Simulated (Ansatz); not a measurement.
# CaMn2Bi2: the cost of one run

Computed with Ansatz 0.2.0 (DFT PBE, scalar-relativistic, plane waves, PAW, unless a step's input says otherwise).

## Step 1: Starting point

Symmetry: P-3m1, No. 164, trigonal system. Conventional cell: a = 4.604 Å, b = 4.604 Å, c = 7.772 Å, α = 90.00°, β = 90.00°, γ = 120.00°. Ca (site symmetry -3m) is surrounded by 6 Bi at 3.29 Å. Mn (site symmetry 3m) has 4 Bi at 2.85 to 2.87 Å and 3 Mn at 3.23 Å in its first shell of neighbours. Bi (site symmetry 3m) has 4 Mn at 2.85 to 2.87 Å and 3 Ca at 3.29 Å in its first shell of neighbours.

Coordinates:

```
Ca Mn Bi
1.0
     4.60425    0.00000    0.00000
    -2.30212    3.98740    0.00000
     0.00000    0.00000    7.77216
Ca Mn Bi
1 2 2
Direct
  0.00000 0.00000 0.00000
  0.66667 0.33333 0.61846
  0.33333 0.66667 0.38154
  0.66667 0.33333 0.24938
  0.33333 0.66667 0.75062
```

An earlier run at PBE left this cell at 28.538 Å³/atom and 0.00 GPa (10×10×6 mesh).

## Step 2: Antiferromagnetic, in the cell as typed

File input.yaml:

```yaml
crystal:
  lattice:
    - [4.6042488793, 0.0, 0.0]
    - [-2.3021244397, 3.9873964948, 0.0]
    - [0.0, 0.0, 7.7721563813]
  atoms:
    - { symbol: Ca, position: [0.0, 0.0, 0.0] }
    - { symbol: Mn, position: [0.6666666667, 0.3333333333, 0.618460282], spin: 3.5 }
    - { symbol: Mn, position: [0.3333333333, 0.6666666667, 0.381539718], spin: -3.5 }
    - { symbol: Bi, position: [0.6666666667, 0.3333333333, 0.2493781936] }
    - { symbol: Bi, position: [0.3333333333, 0.6666666667, 0.7506218064] }
basis:
  ecutwfc: 420
  ecutrho_ratio: 4
kpoints:
  mp_grid: { grid: [10, 10, 6] }
hamiltonian:
  xc: pbe
scf:
  occupations: { method: gaussian, width: 0.05 }
  lower_state_search: "off"
output:
  forces: true
  stress: true
  eigenvalues: true
  populations: true
magnetization:
  spin_polarized: true
```

Started as:

```bash
$ ansatz run input.yaml --threads 4 --pin off --max-ram 10240MiB --backend cpu --events-out ev --progress --plain --runs-dir out
```

Q: Estimate wall time and peak memory on 4 threads of Arm Neoverse N1, shared host.

About 97 s, with a peak of 0.94 GiB.
